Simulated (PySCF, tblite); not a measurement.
# C₂H₈O₃SSi: geometry, infrared bands and NMR shifts

Wanted: the infrared bands and NMR shifts of C₂H₈O₃SSi (`C[SiH2]CS(=O)(=O)O`), by calculation.

The runs use tblite 0.8.0 and PySCF 2.14.0, with density-fitted response routines of our own; the level of theory stands in each step. All values are computed, except where a source is named. Atoms are numbered from 0 throughout.

### Step 1. Starting geometry

15 atoms, charge 0, multiplicity 1; geometry from: force field or distance geometry start.

Bonds of the start (Å): C0–Si1 1.84, Si1–C2 1.81, C2–S3 1.79, S3–O4 1.43, S3–O5 1.45, S3–O6 1.61, C0–H7 1.10, C0–H8 1.09, C0–H9 1.08, Si1–H10 1.49, Si1–H11 1.49, C2–H12 1.10, C2–H13 1.10, O6–H14 0.99.

### Step 2. Relaxing the molecule with GFN2-xTB

What the job is given:

```
{"job": {"kind": "relax", "xc": "GFN2-xTB", "basis": "xTB"}, "charge": 0, "multiplicity": 1}
C      2.061200     0.610300    -0.604900
Si     1.152700    -0.604300     0.441500
C     -0.570500    -0.918600    -0.029300
S     -1.507200     0.599300     0.121000
O     -1.118500     1.533700    -0.883900
O     -1.652800     0.955000     1.517700
O     -2.944300    -0.004000    -0.297800
H      1.660400     1.628600    -0.471500
H      1.979000     0.350600    -1.663100
H      3.112000     0.644300    -0.344000
H      1.882100    -1.903600     0.355600
H      1.254700    -0.218200     1.879800
H     -1.060100    -1.659500     0.621200
H     -0.661700    -1.241900    -1.075900
H     -3.591500     0.236200     0.411800
```

Launch:

```
$ OMP_NUM_THREADS=1 python probes_run.py task.json out
```

The driver reads the jobs from task.json and runs them one after another.

**Question.** This job is followed by: GFN2-xTB harmonic vibrations, gas phase; GIAO PBE0/pcSseg-1 NMR shielding, non-relativistic, gas phase. Predict these results of the whole session: strongest single infrared mode (GFN2-xTB); zero-point energy (GFN2-xTB); 13C shifts against TMS (PBE0/pcSseg-1); 1H shifts against TMS (PBE0/pcSseg-1, means over atoms taken as alike); 29Si shifts against TMS (PBE0/pcSseg-1); 33S shifts against CS2 (PBE0/pcSseg-1); 17O shifts against H2O (PBE0/pcSseg-1, means over atoms taken as alike); surface potential, 1st and 99th percentile.

**Answer**, as computed:

| quantity | value |
| --- | --- |
| strongest single infrared mode (GFN2-xTB) | 1271 cm⁻¹, 526 km/mol |
| zero-point energy (GFN2-xTB) | 63.8 kcal/mol |
| 13C shifts against TMS (PBE0/pcSseg-1) | 42.2, -7.2 ppm |
| 1H shifts against TMS (PBE0/pcSseg-1, means over atoms taken as alike) | 4.59, 4.47, 2.69, 0.67 ppm |
| 29Si shifts against TMS (PBE0/pcSseg-1) | -47.6 ppm |
| 33S shifts against CS2 (PBE0/pcSseg-1) | 327 ppm |
| 17O shifts against H2O (PBE0/pcSseg-1, means over atoms taken as alike) | 250.5, 214.0 ppm |
| surface potential, 1st and 99th percentile | -1.48 V and 2.48 V |

In words: Relaxing lowered the energy by 0.283 eV in 97 steps; the close pair that moved most is Si1–C2, from 1.814 to 1.903 Å. The lowest mode is imaginary (45i cm⁻¹), so the xTB geometry is not a minimum. The strongest single mode, at 1271 cm⁻¹, has its largest shares on S3, O4 and O5 (the list is cut at 3 atoms). GFN2-xTB is a fitted tight-binding method: band positions and strengths are rough. Its intensities can rank the bands wrongly. At PBE0/pcSseg-1: The largest span, 293 ppm, is at S3, where the paramagnetic term is -876 ppm.
